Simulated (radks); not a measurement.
# Spin polarisation of the 4f shell in Gd

An exercise on one series of results from a longer session: the logs are not shown, and one member is left open.

The numbers are computed with radks (a radial shooting solver on a logarithmic mesh, Libxc functionals) version 1 (scalar-relativistic Kohn-Sham, r2SCAN, spin-polarised, spherical densities, finite nucleus), except any that are marked as measured or tabulated.

### What is computed

```
element            : gadolinium (Z = 64)
charge             : 0
electrons          : 64
configuration      : [Xe] 4f(up 3.5, down 3.5) 5d(up 0.5, down 0.5) 6s2
nuclear rms radius : 5.1569 fm
```

A shell typed twice in an input gives spin up, then spin down.

Set-up of the first run:

Input:

```text
Z 64
configuration [Xe] 4f3.5 4f3.5 5d0.5 5d0.5 6s2
relativity scalar-relativistic
functional r2scan,r2scan
spin polarised
nucleus finite rms 5.1569 fm
c 137.035999084
```

Steps of the session up to this table: No moment.

One table of the session follows, with a row left open; its other results are not shown here.

It belongs to the step «No moment». From the orbitals of this run (lengths in bohr):

| level | <r> | outermost maximum (interpolated) | 90 % within | nodes |
| --- | --- | --- | --- | --- |
| 4s | 0.5530 | 0.516 | 0.793 | 3 |
| 4p | 0.5851 | 0.538 | 0.850 | 2 |
| 4d | 0.6362 | 0.559 | 0.955 | 1 |
| 5s | 1.337 | 1.20 | 1.93 | 4 |
| 5p | ? | ? | ? | ? |
| 4f | 0.8655 | 0.567 | 1.48 | 0 |
| 6s | 4.044 | 3.45 | 5.95 | 5 |
| 5d | 2.824 | 1.93 | 4.67 | 2 |

Estimate the missing values for 5p.

As computed: <r>: 1.559; outermost maximum (interpolated): 1.35; 90 % within: 2.28; nodes: 3. In the column «<r>» it lies between 5s (1.337) and 5d (2.824).
